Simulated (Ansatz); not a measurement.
# C₆H₁₄O₂Sn: one species, many methods

One table from this session's results is given with a row withheld; the runs are named, their logs left out.

Method: functionals in def2-TZVPP, the program's frozen cores in correlated methods; program: Ansatz 0.2.0, Gaussian basis.

The runs, in order: LDA (SPW92), PBE-D4, revPBE-D4, BLYP-D4, r2SCAN-D4, B97M-V, PBE0-D4, B3LYP-D4, r2SCANh-D4, r2SCAN0-D4, HSE06-D4, BHLYP-D4, CAM-B3LYP-D4, LC-ωPBE, ωB97X-V, ωB97M-V, B2PLYP, PBE-QIDH; CCSD(T)/def2-SVP; CCSD(T)/def2-TZVPP; MP2/def2-QZVPP; extrapolation to the limit; RPA on PBE.

## The geometry

The geometry comes from an earlier relaxation with PBE0-D4 in a triple-zeta def2 set; it is a stationary point, not always the lowest conformer. Sn takes the def2 core potential; no spin-orbit term is included.

SMILES `CC(C)[O][Sn][O]C(C)C`, 23 atoms, charge 0, spin multiplicity 1.

Atoms are counted from 1 here; the program's logs count them from 0.

Bond lengths: C1–C2 1.517 Å, C1–H10 1.093 Å, C1–H11 1.093 Å, C1–H12 1.092 Å, C2–C3 1.517 Å, C2–O4 1.409 Å, C2–H13 1.105 Å, C3–H14 1.093 Å, C3–H15 1.092 Å, C3–H16 1.093 Å, O4–Sn5 1.985 Å, Sn5–O6 1.963 Å, O6–C7 1.417 Å, C7–C8 1.517 Å, C7–C9 1.516 Å, C7–H17 1.098 Å, C8–H18 1.093 Å, C8–H19 1.093 Å and more. Angles: C2–C1–H10 111.2°, C2–C1–H11 109.8°, C2–C1–H12 110.6°, H10–C1–H11 108.6°, H10–C1–H12 108.4°, H11–C1–H12 108.1°, C1–C2–C3 111.9°, C1–C2–O4 109.2°, C1–C2–H13 108.0°, C3–C2–O4 109.2°, C3–C2–H13 108.0°, O4–C2–H13 110.6°, C2–C3–H14 111.2°, C2–C3–H15 110.6°, C2–C3–H16 109.8°, H14–C3–H15 108.4°, H14–C3–H16 108.6°, H15–C3–H16 108.1° and more.

The first run:

File in.yaml:

```yaml
crystal:
  periodic: [false, false, false]
  atoms:
    - {symbol: C, position_ang: [-0.940820, 1.025316, -2.756039]}
    - {symbol: C, position_ang: [0.425245, 1.045228, -2.096076]}
    - {symbol: C, position_ang: [1.360085, 0.014596, -2.701045]}
    - {symbol: O, position_ang: [0.277931, 0.784233, -0.719070]}
    - {symbol: Sn, position_ang: [0.811362, 2.038056, 0.724954]}
    - {symbol: O, position_ang: [0.191134, 0.870722, 2.176760]}
    - {symbol: C, position_ang: [-0.417959, -0.403192, 2.058052]}
    - {symbol: C, position_ang: [0.647682, -1.478866, 1.960080]}
    - {symbol: C, position_ang: [-1.321126, -0.604107, 3.258550]}
    - {symbol: H, position_ang: [-0.863790, 1.219663, -3.828945]}
    - {symbol: H, position_ang: [-1.408300, 0.048054, -2.611392]}
    - {symbol: H, position_ang: [-1.592530, 1.782078, -2.313825]}
    - {symbol: H, position_ang: [0.868004, 2.044801, -2.257478]}
    - {symbol: H, position_ang: [1.491201, 0.181439, -3.773325]}
    - {symbol: H, position_ang: [2.341124, 0.057326, -2.222663]}
    - {symbol: H, position_ang: [0.952646, -0.988499, -2.551471]}
    - {symbol: H, position_ang: [-1.023470, -0.439195, 1.142837]}
    - {symbol: H, position_ang: [1.299235, -1.443956, 2.837442]}
    - {symbol: H, position_ang: [0.195295, -2.472470, 1.903386]}
    - {symbol: H, position_ang: [1.254293, -1.331601, 1.063742]}
    - {symbol: H, position_ang: [-2.072728, 0.186197, 3.307769]}
    - {symbol: H, position_ang: [-1.834791, -1.567458, 3.202565]}
    - {symbol: H, position_ang: [-0.734823, -0.575364, 4.180689]}
basis:
  gaussian: {orbitals: def2-TZVPP}
hamiltonian: {xc: lda}
output: {orbitals: {seedname: orbitals}}
```

Run with:

```sh
ansatz run in.yaml --threads 4 --pin off --events-out ev --progress --plain --max-ram 46080MiB --backend cuda --devices 0, --max-vram 37GiB
```

Among the steps run: LDA; PBE-D4 (GGA); revPBE-D4 (GGA); BLYP-D4 (GGA); r2SCAN-D4 (meta-GGA); B97M-V (meta-GGA); B3LYP-D4 (hybrid); r2SCANh-D4 (hybrid); r2SCAN0-D4 (hybrid); HSE06-D4 (hybrid); BHLYP-D4 (hybrid); CAM-B3LYP-D4 (range-separated); LC-ωPBE (range-separated); ωB97X-V (range-separated); ωB97M-V (range-separated); B2PLYP (double hybrid); PBE-QIDH (double hybrid).

One of the session's tables, all rows but one given; the rest of the session is left out.

```
  functional  HOMO (eV)  LUMO (eV)  gap (eV)
 LDA (SPW92)      -6.18      -2.78      3.40
      PBE-D4      -5.98      -2.55      3.43
   revPBE-D4      -5.90      -2.45      3.45
     BLYP-D4          ?          ?         ?
   r2SCAN-D4      -6.25      -2.49      3.77
      B97M-V      -6.26      -2.56      3.70
     PBE0-D4      -7.20      -1.91      5.29
    B3LYP-D4      -7.03      -2.14      4.89
  r2SCANh-D4      -6.72      -2.24      4.48
  r2SCAN0-D4      -7.40      -1.88      5.52
    HSE06-D4      -6.80      -2.27      4.53
    BHLYP-D4      -8.30      -1.26      7.05
CAM-B3LYP-D4      -8.53      -1.03      7.50
     LC-ωPBE      -9.71       0.06      9.77
     ωB97X-V      -9.45      -0.08      9.37
     ωB97M-V      -9.42      -0.26      9.16
```

**Question.** Estimate the row for BLYP-D4.

Worked estimate for «HOMO (eV)». Against the share of exact exchange, B3LYP-D4 (0.2, -7.03), BHLYP-D4 (0.5, -8.30) give a slope of -4.23 per unit share; at 0 the line stands at -6.18.

As computed: HOMO (eV): -5.87; LUMO (eV): -2.48; gap (eV): 3.39. In «HOMO (eV)» the line misses by -0.31.

To keep in mind: All levels share the lack of spin-orbit coupling, which lowers the free heavy atoms and so the true binding.
